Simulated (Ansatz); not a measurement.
Here is an Ansatz input file for AlNi, space group Cmmm. Write the same calculation for the Python package.

```yaml
crystal:
  lattice:
    - [1.938694, -1.95319, 0.0]
    - [1.938694, 1.95319, 0.0]
    - [0.0, 0.0, 3.09943]
  atoms:
    - { symbol: Al, position: [0.0, 0.0, 0.0] }
    - { symbol: Ni, position: [0.5, 0.5, 0.5] }
kpoints:
  mp_grid:
    kspacing: 0.2
hamiltonian:
  xc: r2scan
magnetization:
  spin_polarized: true
  per_species:
    Ni: 1.5
scf:
  n_extra_bands: 10
  occupations:
    method: fermi_dirac
output:
  dos:
    de: 0.05
    projected: true
```

`pdos_alni.py`:
```python
"""Projected density of states of AlNi."""

import ansatz
import numpy as np

cell = (
    ansatz.Lattice.of((1.938694, -1.95319, 0.0), (1.938694, 1.95319, 0.0), (0.0, 0.0, 3.09943))
    .atom("Al", (0.0, 0.0, 0.0))
    .atom("Ni", (0.5, 0.5, 0.5))
    .moments(Ni=1.5)
)

model = (
    cell.calculation()
    .functional("r2SCAN")
    .kpoints(spacing=0.2)  # the mesh must be finer for metals
    .occupations("fermi_dirac")  # smearing steadies the SCF of a metal
    .spin("collinear")  # spin-polarised run
    .scf(extra_bands=10)
    .density_of_states(projected=True, energy_step=0.05)  # states per eV and cell
)
def show(event):
    row = event["data"]
    if event["event"] == "scf_iter" and row.get("harris_foulkes_ev") is not None:
        print(f"  iteration {row['iter']:3d}  Harris-Foulkes {row['harris_foulkes_ev']:.5f} eV  residual {row['dr2_ev']:.2e}")


done = model.session().plan().execute(on_event=show)
data = done.report

dos = done.density_of_states()
energy = np.asarray(dos.energies_ev) - dos.fermi_ev
curves = {}
for site in done.projected_density_of_states().sites:
    for shell in site.shells:
        weight = sum(np.sum(curve.g_bin_mean_per_ev, axis=0) for curve in shell.curves)
        name = f"{site.species} {shell.label}"
        curves[name] = curves.get(name, 0) + weight

print("E-EF   " + " ".join(f"{name:>8s}" for name in curves))
for e in np.arange(-10, 6 + 0.1, 0.5):
    print(f"{e:5.1f}  " + " ".join(f"{np.interp(e, energy, g):8.3f}" for g in curves.values()))
```

```console
$ python pdos_alni.py
DeckWarning: basis.ecutwfc = 500 eV, auto-derived from the records' recommended cutoffs: set by Al (their level for a meta-GGA)
  iteration   1  Harris-Foulkes -6385.17264 eV  residual 3.59e-01
  iteration   2  Harris-Foulkes -6385.30991 eV  residual 2.34e-01
  iteration   3  Harris-Foulkes -6386.12790 eV  residual 1.62e-01
  iteration   4  Harris-Foulkes -6386.37114 eV  residual 5.72e-02
  iteration   5  Harris-Foulkes -6386.71770 eV  residual 5.79e-02
  iteration   6  Harris-Foulkes -6386.77422 eV  residual 3.51e-02
  iteration   7  Harris-Foulkes -6386.91638 eV  residual 1.57e-02
  iteration   8  Harris-Foulkes -6386.98653 eV  residual 2.85e-03
  iteration   9  Harris-Foulkes -6387.01930 eV  residual 2.78e-04
  iteration  10  Harris-Foulkes -6387.02134 eV  residual 7.19e-05
  iteration  11  Harris-Foulkes -6387.02214 eV  residual 7.90e-05
  iteration  12  Harris-Foulkes -6387.02347 eV  residual 4.48e-06
  iteration  13  Harris-Foulkes -6387.02372 eV  residual 2.08e-07
  iteration  14  Harris-Foulkes -6387.02373 eV  residual 7.35e-08
  iteration  15  Harris-Foulkes -6387.02374 eV  residual 3.36e-08
  iteration  16  Harris-Foulkes -6387.02375 eV  residual 1.25e-08
  iteration  17  Harris-Foulkes -6387.02375 eV  residual 5.18e-10
  iteration  18  Harris-Foulkes -6387.02375 eV  residual 2.97e-09
  iteration  19  Harris-Foulkes -6387.02375 eV  residual 1.10e-10
  iteration  20  Harris-Foulkes -6387.02375 eV  residual 6.41e-12
RunWarning: the starting moments were not kept: the SCF closed with an absolute magnetisation of 2.2e-5 μB, where they sum to 1.5 μB in size (1 site). That is at most 0.1 of that sum. Measured as dr2_m measures the in/out step, that magnetisation stands 1.1e-9 eV from none, at or under the dr2_threshold of 1.0e-7 eV: [...]
E-EF      Al 3S    Al 3P    Ni 3S    Ni 4S    Ni 3P    Ni 3D
-10.0     0.070    0.081    0.002    0.054    0.001    0.002
 -9.5     0.081    0.104    0.002    0.054    0.001    0.004
 -9.0     0.092    0.123    0.002    0.052    0.002    0.007
 -8.5     0.125    0.151    0.002    0.053    0.002    0.013
 -8.0     0.118    0.165    0.002    0.048    0.002    0.022
 -7.5     0.118    0.177    0.001    0.044    0.003    0.036
 -7.0     0.135    0.201    0.001    0.043    0.003    0.061
 -6.5     0.175    0.206    0.001    0.036    0.003    0.102
 -6.0     0.181    0.221    0.001    0.036    0.003    0.178
 -5.5     0.127    0.233    0.001    0.041    0.002    0.212
 -5.0     0.091    0.259    0.001    0.051    0.002    0.252
 -4.5     0.086    0.351    0.001    0.084    0.003    0.413
 -4.0     0.078    0.425    0.001    0.050    0.003    0.962
 -3.5     0.031    0.597    0.000    0.018    0.005    1.606
 -3.0     0.003    0.303    0.000    0.018    0.003    2.077
 -2.5     0.009    0.134    0.000    0.073    0.001    3.509
 -2.0     0.014    0.280    0.000    0.059    0.003    6.989
 -1.5     0.007    0.119    0.000    0.016    0.001    1.444
 -1.0     0.014    0.134    0.000    0.031    0.001    0.666
 -0.5     0.016    0.187    0.000    0.025    0.002    0.544
  0.0     0.034    0.262    0.000    0.032    0.002    0.511
  0.5     0.035    0.235    0.000    0.018    0.001    0.268
  1.0     0.027    0.194    0.000    0.010    0.001    0.150
  1.5     0.023    0.132    0.000    0.017    0.001    0.076
  2.0     0.037    0.090    0.000    0.127    0.001    0.087
  2.5     0.105    0.158    0.001    0.164    0.001    0.146
  3.0     0.160    0.253    0.001    0.135    0.001    0.162
  3.5     0.148    0.232    0.001    0.108    0.001    0.126
  4.0     0.183    0.291    0.001    0.084    0.001    0.116
  4.5     0.173    0.254    0.001    0.072    0.001    0.087
  5.0     0.159    0.259    0.001    0.087    0.000    0.078
  5.5     0.158    0.294    0.001    0.094    0.001    0.068
  6.0     0.135    0.316    0.001    0.105    0.000    0.061
```
(Warnings from the package without file and line, shortened.)

Reading the output:
- Absolute energies stand on the zero of these potentials, so only differences at equal settings mean something. A total without «per atom» is that of the whole cell that was run.
- The SCF didn't keep the moments it started from (some shrank, vanished or turned); what is printed is the state reached.
- Within a few hundredths of an angstrom the cell has the higher group P4/mmm; the lower one is a small distortion.
- r2SCAN tends to overestimate the moments of itinerant magnets.
- This cell is a computed structure, which may not be the phase found in nature.
- Curves are summed over the cell's atoms. Only shells that the potentials hold have channels, so projections don't add up to the total, least of all where a shell is missing (p of most metals); heights and places of peaks move with the mesh.
- The density of states is complete only as far up as bands were computed.
- Wall time of the script: 77 s on 1 thread of Arm Neoverse V1, on a shared host, peak memory 0.63 GiB.

(Lines on the test bed's own set-up are left out of the output.)
